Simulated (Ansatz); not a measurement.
# Bi2Pd: the cost of one run

Program: Ansatz 0.2.0. Level of theory: DFT PBEsol, scalar-relativistic. These are calculated values, not measurements.

## Step 1: The starting structure

The structure is tetragonal, space group I4/mmm (No. 139). Conventional cell: a = 3.362 Å, b = 3.362 Å, c = 12.983 Å, α = 90.00°, β = 90.00°, γ = 90.00°. Bi (site symmetry 4mm) is surrounded by 4 Pd at 2.97 Å and 4 Bi at 3.36 Å. Around Pd (site symmetry 4/mmm) lie 8 Bi at 2.97 Å and 4 Pd at 3.36 Å.

Structure file:

```
CELL_PARAMETERS angstrom
-1.68100 1.68100 6.49150
1.68100 -1.68100 6.49150
1.68100 1.68100 -6.49150
ATOMIC_POSITIONS crystal
Bi 0.36300 0.36300 0.00000
Bi 0.63700 0.63700 0.00000
Pd 0.00000 0.00000 0.00000
```

Atoms are numbered in the order of the input: Bi1, Bi2, Pd3.

## Step 2: Volume × 0.94, LAPW

Input file input.yaml:

```yaml
crystal:
  lattice:
    - [-1.6466842488, 1.6466842488, 6.3589832247]
    - [1.6466842488, -1.6466842488, 6.3589832247]
    - [1.6466842488, 1.6466842488, -6.3589832247]
  atoms:
    - { symbol: Bi, position: [0.363, 0.363, 0.0] }
    - { symbol: Bi, position: [0.637, 0.637, 0.0] }
    - { symbol: Pd, position: [0.0, 0.0, 0.0] }
kpoints:
  mp_grid: { grid: [15, 15, 15] }
  band_path:
    path:
      - [0.0, 0.0, 0.0]
      - [0.0, 0.0, 0.5]
      - [0.25, 0.25, 0.25]
      - [0.0, 0.5, 0.0]
      - [0.0, 0.0, 0.0]
      - [0.5, 0.5, -0.5]
      - [0.2667642957, 0.7332357043, -0.2667642957]
      - [-0.2667642957, 0.2667642957, 0.2667642957]
      - [0.0, 0.0, 0.0]
    npoints: 5
scf:
  occupations: { method: fermi_dirac, width: 0.08 }
hamiltonian:
  xc: pbesol
  pseudopotentials: { kind: all_electron, lapw: { basis_error: 0.001 } }
output:
  forces: true
  stress: true
  eigenvalues: true
```

The run is started by

```bash
$ ansatz run input.yaml --threads 1 --pin off --max-ram 4096MiB --backend cpu --events-out ev --progress --plain --runs-dir out
```

**Question.** How long does this run take on 1 thread of Intel Xeon 6975P-C (Granite Rapids), shared host, and how much memory does it need?

About 2 min, with a peak of 1.8 GiB.
